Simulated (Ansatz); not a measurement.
Task: harmonic frequencies at the relaxed geometry of C2H4ClI, SMILES ClCCI, with the Python package of Ansatz (0.2.0). Give the script and its output. Settings (for the species named): PBE, def2-SVP basis, multiplicity 1.

```yaml
atoms:
  - { symbol: Cl, position_ang: [-1.6917, 1.0053, 0.6238] }
  - { symbol: C, position_ang: [-0.0286, 0.7428, 0.2325] }
  - { symbol: C, position_ang: [0.2095, -0.7234, -0.0765] }
  - { symbol: I, position_ang: [-0.3970, -1.2994, -2.0004] }
  - { symbol: H, position_ang: [0.2614, 1.3889, -0.6172] }
  - { symbol: H, position_ang: [0.5453, 1.0699, 1.1135] }
  - { symbol: H, position_ang: [-0.1700, -1.3625, 0.7150] }
  - { symbol: H, position_ang: [1.3632, -0.8786, -0.0466] }
```

Script `c2h4cli.py`:
```python
'''Vibrations and zero-point energy of C2H4ClI.'''

import itertools
import warnings

import ansatz as az
from ase import Atoms
from ase.data import atomic_numbers, covalent_radii
from ase.thermochemistry import IdealGasThermo
import numpy as np


def main() -> None:
    warnings.simplefilter('ignore', az.DeckWarning)

    atoms = Atoms(['Cl', 'C', 'C', 'I', 'H', 'H', 'H', 'H'], positions=[
        (-1.6917, 1.0053, 0.6238),
        (-0.0286, 0.7428, 0.2325),
        (0.2095, -0.7234, -0.0765),
        (-0.397, -1.2994, -2.0004),
        (0.2614, 1.3889, -0.6172),
        (0.5453, 1.0699, 1.1135),
        (-0.17, -1.3625, 0.715),
        (1.3632, -0.8786, -0.0466),
    ])
    geometry = az.Crystal.molecule_from_ase(atoms)

    base = (
        geometry.calculation()
        .basis(gaussian='def2-SVP')
        .functional('PBE')
    )
    symbols = [site.symbol for site in geometry.cartesian_sites]
    start = np.array([site.position_ang for site in geometry.cartesian_sites], dtype=float)
    def progress(event):
        if event['event'] == 'relax_step':
            row = event['data']
            print(f'step {row["step"]:3d}  E = {row["lagrangian_ev"]:.6f} eV  largest force component {row["allowed_force_max_ev_ang"]:.4f} eV/A')


    r = base.relax(force_tolerance=0.003).session().plan().execute(on_event=progress).report
    end = np.array(r['positions_ang'])

    # pairs closer than 1.2 times the sum of covalent radii, before or after
    radius = [covalent_radii[atomic_numbers[s]] for s in symbols]
    span = lambda where, i, j: np.linalg.norm(where[i] - where[j])
    bonded = [(i, j) for i, j in itertools.combinations(range(len(symbols)), 2) if min(span(start, i, j), span(end, i, j)) < 1.2 * (radius[i] + radius[j])]
    print('pair        before    after (A)')
    for i, j in bonded:
        print(f'{symbols[i]}{i}-{symbols[j]}{j}'.ljust(10), f'{span(start, i, j):8.4f} {span(end, i, j):8.4f}')
    for first, second in list(itertools.combinations(bonded, 2)):
        shared = set(first) & set(second)
        if shared and symbols[(j := shared.pop())] != 'H':
            i, k = sorted((set(first) | set(second)) - {j})
            u, v = end[i] - end[j], end[k] - end[j]
            angle = np.degrees(np.arccos(np.clip(u @ v / np.linalg.norm(u) / np.linalg.norm(v), -1, 1)))
            print(f'final angle {symbols[i]}{i}-{symbols[j]}{j}-{symbols[k]}{k}: {angle:.2f} deg')

    # frequencies need a stationary point, so they are taken at the relaxed geometry
    minimum = az.Crystal.molecule()
    for symbol, place in zip(symbols, end):
        minimum = minimum.atom(symbol, place.tolist())
    vibrating = minimum.calculation()
    vibrating = vibrating.basis(gaussian='def2-SVP')
    vibrating = vibrating.functional('PBE').phonons(temperatures=(200, 600, 100))
    vib = vibrating.run(threads=1, backend='cpu').report['vibrations']
    sums = vib['harmonic_sums']
    modes = [m['omega_inv_cm'] for m in sums['modes_at_gamma'] if m['rigid_motion'] == 'no']
    print('frequencies (1/cm):', ' '.join(f'{w:.0f}' for w in modes))
    print('imaginary modes:', sum(w < 0 for w in modes), ' zero-point energy:', round(sums['zero_point_energy_ev'], 4), 'eV')
    # rigid rotor and ideal gas, symmetry number taken as one
    gas = IdealGasThermo(vib_energies=[w / 8065.544 for w in modes if w > 0], geometry='linear' if len(modes) == 3 * len(symbols) - 5 else 'nonlinear',
                         atoms=Atoms(symbols, positions=end), symmetrynumber=1, spin=0.0)
    print(f'H(298 K) - E = {gas.get_enthalpy(298.15, verbose=False):.4f} eV')
    print(f'S(298 K, 1 bar) = {96485.33 * gas.get_entropy(298.15, 1e5, verbose=False):.1f} J/(mol K) with symmetry number 1')


if __name__ == '__main__':
    main()
```

```console
$ python c2h4cli.py
step   1  E = -22748.537813 eV  largest force component 3.1404 eV/A
step   2  E = -22748.733557 eV  largest force component 0.7618 eV/A
step   3  E = -22748.761115 eV  largest force component 0.5248 eV/A
step   4  E = -22748.767628 eV  largest force component 0.0700 eV/A
step   5  E = -22748.764979 eV  largest force component 0.1460 eV/A
step   6  E = -22748.768565 eV  largest force component 0.0152 eV/A
step   7  E = -22748.768652 eV  largest force component 0.0022 eV/A
pair        before    after (A)
Cl0-C1       1.7286   1.7973
C1-C2        1.5172   1.5125
C1-H4        1.1061   1.1072
C1-H5        1.1011   1.1106
C2-I3        2.0979   2.1820
C2-H6        1.0858   1.1055
C2-H7        1.1645   1.1070
final angle Cl0-C1-C2: 113.30 deg
final angle Cl0-C1-H4: 107.56 deg
final angle Cl0-C1-H5: 106.76 deg
final angle C2-C1-H4: 111.91 deg
final angle C2-C1-H5: 108.65 deg
final angle C1-C2-I3: 114.04 deg
final angle C1-C2-H6: 111.91 deg
final angle C1-C2-H7: 110.28 deg
final angle H4-C1-H5: 108.43 deg
final angle I3-C2-H6: 105.48 deg
final angle I3-C2-H7: 105.13 deg
final angle H6-C2-H7: 109.67 deg
frequencies (1/cm): 89 225 360 495 656 798 881 1011 1077 1135 1202 1265 1377 1392 2992 3029 3068 3110
imaginary modes: 0  zero-point energy: 1.4979 eV
H(298 K) - E = 1.6620 eV
S(298 K, 1 bar) = 326.6 J/(mol K) with symmetry number 1
```

Total energies depend on the basis set; only differences at equal settings carry meaning. The frequencies are harmonic and unscaled, in a modest basis. def2 sets replace the cores of elements past krypton by effective core potentials. The result belongs to the one conformer reached from this start, and soft torsions count as harmonic oscillators. The entropy takes a symmetry number of 1; a symmetric molecule's is lower by R ln(sigma). It ran for 110 s on 1 thread of Arm Neoverse V1 (shared host), peak memory 0.25 GiB.
